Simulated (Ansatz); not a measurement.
# BrHSSi: the cost of one run

All numbers are computed with Ansatz 0.2.0, driven from Python. Level of theory: B3LYP+D4/def2-SVP.

## 1. The system

Bond lengths: S1–Si2 2.102 Å, Si2–Br3 2.181 Å, S1–H4 1.320 Å. Angles: S1–Si2–Br3 107.1°, Si2–S1–H4 98.8°.

No structure file is read: the coordinates are typed or built in the script.

## 2. Script

brhssi_states.py

```python
"""Does a wider search find a lower mean-field state of BrHSSi?"""

import ansatz as az
import numpy as np


def main() -> None:
    geometry_ang = [
        ("S", (-0.1746, 0.9748, -0.6136)),
        ("Si", (-0.1784, -0.8546, 0.4216)),
        ("Br", (1.8582, -1.2, 1.1223)),
        ("H", (-1.4497, 1.0195, -0.9505)),
    ]
    geometry = az.Crystal.molecule()
    for symbol, xyz in geometry_ang:
        geometry = geometry.atom(symbol, xyz)
    symbols = [site.symbol for site in geometry.cartesian_sites]

    start = np.array([site.position_ang for site in geometry.cartesian_sites])
    for factor in [1.0, 1.25, 1.6]:
        xyz = (start - start.mean(axis=0)) * factor
        scaled = az.Crystal.molecule()
        for symbol, place in zip(symbols, xyz):
            scaled = scaled.atom(symbol, place.tolist())
        job = (
            scaled.calculation()
            .basis(gaussian="def2-SVP")
            .functional("B3LYP", dispersion="d4")
            .spin("collinear")
        )
        for search in ("off", "standard"):
            try:
                data = job.scf(lower_state_search=search).run(threads=1).report
            except az.AnsatzError as error:
                print(f"x{factor} search {search}: {type(error).__name__}")
                continue
            state = data["mean_field"]["state"]
            print(f"all distances x{factor}, search {search:8s} E = {data['free_energy_ev']:.5f} eV  <S^2> = {abs(state['spin_squared']):.3f}  other states met: {len(data['mean_field']['others'])}")


if __name__ == "__main__":
    main()
```

## 3. The input behind the calls

The package turns the script's settings into the engine's input (first run):

```yaml
crystal:
  periodic: [false, false, false]
  atoms:
    - { symbol: S, position_ang: [-0.18847500000000003, 0.9898750000000001, -0.60855] }
    - { symbol: Si, position_ang: [-0.19227500000000003, -0.8395250000000001, 0.42665] }
    - { symbol: Br, position_ang: [1.844325, -1.184925, 1.12735] }
    - { symbol: H, position_ang: [-1.463575, 1.034575, -0.94545] }
basis:
  gaussian:
    orbitals: def2-SVP
hamiltonian:
  xc: b3lyp
  dispersion: d4
magnetization:
  spin_polarized: true
scf:
  lower_state_search: "off"
```

## 4. Launch

Launch:

```console
python brhssi_states.py
```

Q: Estimate wall time and peak memory on 1 thread of Arm Neoverse V2, shared host.

About 38 s, with a peak of 0.31 GiB.
